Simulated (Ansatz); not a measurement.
Geometry optimisation, DFT PBEsol, scalar-relativistic, plane waves, PAW (Ansatz 0.2.0).

Input file:

```yaml
crystal:
  lattice:
    - [0.0, 5.43, 5.43]
    - [5.43, 0.0, 5.43]
    - [5.43, 5.43, 0.0]
  atoms:
    - { symbol: Si, position: [0.0, 0.0, 0.0] }
    - { symbol: Si, position: [0.125, 0.125, 0.125] }
    - { symbol: Si, position: [0.0, 0.0, 0.5] }
    - { symbol: Si, position: [0.125, 0.125, 0.625] }
    - { symbol: Si, position: [0.0, 0.5, 0.0] }
    - { symbol: Si, position: [0.125, 0.625, 0.125] }
    - { symbol: Si, position: [0.0, 0.5, 0.5] }
    - { symbol: Si, position: [0.125, 0.625, 0.625] }
    - { symbol: Si, position: [0.5, 0.0, 0.0] }
    - { symbol: Si, position: [0.625, 0.125, 0.125] }
    - { symbol: Si, position: [0.5, 0.0, 0.5] }
    - { symbol: Si, position: [0.625, 0.125, 0.625] }
    - { symbol: Si, position: [0.5, 0.5, 0.0] }
    - { symbol: Si, position: [0.625, 0.625, 0.125] }
    - { symbol: Si, position: [0.5, 0.5, 0.5] }
    - { symbol: Si, position: [0.625, 0.625, 0.625] }
    - { symbol: B, position: [0.2351623, 0.7602419, 0.7576436], spin: 1.0 }
magnetization:
  spin_polarized: true
basis:
  ecutwfc: 420.0
kpoints:
  mp_grid: { grid: [2, 2, 2] }
hamiltonian:
  xc: pbesol
scf:
  occupations: { method: gaussian, width: 0.02 }
  lower_state_search: "off"
relax:
  f_tol: 0.03
  max_steps: 60
  adjacent_minimum: "off"
```

Launched with:

```bash
$ ansatz run input.yaml --threads 2 --pin off --max-ram 5120MiB --backend cpu --events-out ev --progress --plain --runs-dir out
```

Question: Where does it end, and by what steps?

Answer: The run converged. The force dipped under the threshold on the way, but the program's further checks kept it going. Limits of this set-up: coarse k mesh, a small cell, in which the defect meets its images, a typed lattice constant that wasn't relaxed here. After 13 steps the energy has fallen by 0.149 eV; B17 moved furthest, 0.39 Å. Joined: Si1–B17 (2.62 → 2.32 Å).

```tsv
step	energy less start (eV)	largest force component (eV/Å)	accepted
0	0.0000	0.387	yes
1	-0.0593	0.170	yes
2	-0.0806	0.036	yes
3	-0.0814	0.032	yes
4	-0.0818	0.009	yes
5	-0.0819	0.008	yes
6	-0.0820	0.011	yes
7	-0.0825	0.046	yes
8	-0.0997	0.234	yes
9	-0.1043	0.465	yes
10	-0.1394	0.105	yes
11	-0.1453	0.102	yes
12	-0.1483	0.025	yes
13	-0.1486	0.009	yes
```

```xyz
17
Lattice="0.0000 5.4300 5.4300 5.4300 0.0000 5.4300 5.4300 5.4300 0.0000" Properties=species:S:1:pos:R:3
Si -0.033 -0.024 -0.018
Si 1.308 1.382 1.316
Si 2.724 2.723 -0.003
Si 4.045 4.071 1.434
Si 2.691 0.024 2.633
Si 3.972 1.341 4.092
Si 5.485 2.704 2.802
Si 6.844 4.182 4.126
Si -0.036 2.731 2.694
Si 1.324 4.067 4.063
Si 2.687 5.453 2.756
Si 4.069 6.805 4.077
Si 2.673 2.741 5.442
Si 4.056 4.091 6.755
Si 5.415 5.472 5.449
Si 6.794 6.790 6.799
B 8.523 5.139 5.288
```

Whether the end is a true minimum wasn't checked by a vibrational analysis.

Run time: 64 s on 2 threads of INTEL(R) XEON(R) PLATINUM 8581C CPU @ 2.30GHz (Emerald Rapids), with other jobs on the host, peak memory 0.79 GiB.
